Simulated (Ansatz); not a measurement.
# BClH2SSi: harmonic frequencies at the relaxed geometry from a Python script

At which frequencies does BClH2SSi vibrate? Aim: harmonic frequencies at the relaxed geometry, for BClH2SSi, run from a script.

Computed with Ansatz 0.2.0 through its Python package. Level of theory: B3LYP/def2-SVP.

**1. Starting point**

Bond lengths: Cl1–B2 1.889 Å, B2–Si3 2.001 Å, B2–S4 1.927 Å, Si3–S4 1.900 Å, Si3–H5 1.495 Å, Si3–H6 1.486 Å. Angles: Cl1–B2–Si3 142.0°, Cl1–B2–S4 149.7°, Si3–B2–S4 57.8°, B2–Si3–S4 59.1°, B2–Si3–H5 113.2°, B2–Si3–H6 114.3°, S4–Si3–H5 113.6°, S4–Si3–H6 116.3°, H5–Si3–H6 123.4°, B2–S4–Si3 63.1°.

No structure file is read: the coordinates are typed or built in the script.

**2. The code**

Input file bclh2ssi.py:

```python
"""Harmonic frequencies of BClH2SSi at its relaxed geometry."""

import ansatz as az
from ase import Atoms
from ase.thermochemistry import IdealGasThermo
import numpy as np

GEOMETRY = """
Cl   -0.03840   -2.66220    0.99230
B    -0.24160   -1.10900   -0.06400
Si    0.25110    0.82950   -0.12880
S    -1.38500    0.21430   -0.87290
H     1.29670    1.13650   -1.15280
H     0.15930    1.52700    1.17990
"""


def main() -> None:
    bclh2ssi = az.Crystal.molecule()
    for line in GEOMETRY.strip().splitlines():
        symbol, *xyz = line.split()
        bclh2ssi = bclh2ssi.atom(symbol, [float(v) for v in xyz])

    calculation = bclh2ssi.calculation().basis(gaussian="def2-SVP").functional("b3lyp").scf(lower_state_search="light")
    symbols = [site.symbol for site in bclh2ssi.cartesian_sites]
    start = np.array([site.position_ang for site in bclh2ssi.cartesian_sites], dtype=float)
    r = calculation.relax(force_tolerance=0.003).run(threads=1, pin="off").report
    end = np.array(r["positions_ang"])

    print("final positions (A) and the move of each atom")
    for symbol, xyz, old in zip(symbols, end, start):
        print(f"{symbol:2s} {xyz[0]:10.5f} {xyz[1]:10.5f} {xyz[2]:10.5f}   {np.linalg.norm(xyz - old):7.4f}")

    # frequencies need a stationary point, so they are taken at the relaxed geometry
    minimum = az.Crystal.molecule()
    for symbol, xyz in zip(symbols, end):
        minimum = minimum.atom(symbol, xyz.tolist())
    vibrating = (
        minimum.calculation()
        .basis(gaussian="def2-SVP")
        .functional("b3lyp")
        .scf(lower_state_search="light")
        .phonons(temperatures=(200, 600, 100))
    )
    vib = vibrating.run(threads=1, pin="off").report["vibrations"]
    sums = vib["harmonic_sums"]
    modes = [m["omega_inv_cm"] for m in sums["modes_at_gamma"] if m["rigid_motion"] == "no"]
    print("frequencies (1/cm):", " ".join(f"{w:.0f}" for w in modes))
    print("imaginary modes:", sum(w < 0 for w in modes), " zero-point energy:", round(sums["zero_point_energy_ev"], 4), "eV")
    # rigid rotor and ideal gas, symmetry number taken as one
    gas = IdealGasThermo(vib_energies=[w / 8065.544 for w in modes if w > 0], geometry="linear" if len(modes) == 3 * len(symbols) - 5 else "nonlinear",
                         atoms=Atoms(symbols, positions=end), symmetrynumber=1, spin=0.0)
    print(f"H(298 K) - E = {gas.get_enthalpy(298.15, verbose=False):.4f} eV")
    print(f"S(298 K, 1 bar) = {96485.33 * gas.get_entropy(298.15, 1e5, verbose=False):.1f} J/(mol K) with symmetry number 1")

    # all hydrogen replaced by deuterium
    heavier = vibrating.phonons(masses={"H": 2.014102}).run(threads=1, pin="off").report["vibrations"]["harmonic_sums"]
    print("deuterated (1/cm):", " ".join(f"{m['omega_inv_cm']:.0f}" for m in heavier["modes_at_gamma"] if m["rigid_motion"] == "no"))
    print("zero-point energy falls by", round(sums["zero_point_energy_ev"] - heavier["zero_point_energy_ev"], 4), "eV")


if __name__ == "__main__":
    main()
```

**3. The calls as engine input**

The package turns the script's settings into the engine's input (first run):

```yaml
crystal:
  periodic: [false, false, false]
  atoms:
    - { symbol: Cl, position_ang: [-0.0384, -2.6622, 0.9923] }
    - { symbol: B, position_ang: [-0.2416, -1.109, -0.064] }
    - { symbol: Si, position_ang: [0.2511, 0.8295, -0.1288] }
    - { symbol: S, position_ang: [-1.385, 0.2143, -0.8729] }
    - { symbol: H, position_ang: [1.2967, 1.1365, -1.1528] }
    - { symbol: H, position_ang: [0.1593, 1.527, 1.1799] }
basis:
  gaussian:
    orbitals: def2-SVP
hamiltonian:
  xc: b3lyp
scf:
  lower_state_search: light
relax:
  f_tol: 0.003
```

**4. Running it**

The run is started by

```console
$ python bclh2ssi.py
```

**Question.** What results will this script give? Wanted: highest frequency; imaginary modes; zero-point energy.

**Answer**, as computed:

| quantity | value |
| --- | --- |
| runs compared | 3 |
| highest frequency | 2249 cm⁻¹ |
| imaginary modes | 0 |
| zero-point energy | 0.645 eV |

Run 1: The relaxation took 6 moves; the largest shift is 0.357 Å, of atom 4 (S). All frequencies are real, so the geometry is a minimum. The values are harmonic; measured fundamentals also hold anharmonic shifts, mostly downward for stretches. What to keep in mind:
- The frequencies are harmonic and unscaled, in a modest basis. The result belongs to the one conformer reached from this start, and soft torsions count as harmonic oscillators.
- b3lyp holds the VWN-RPA fit, as in Gaussian; the form of ORCA and Turbomole is b3lyp5.
- The entropy takes a symmetry number of 1; a symmetric molecule's is lower by R ln(sigma).
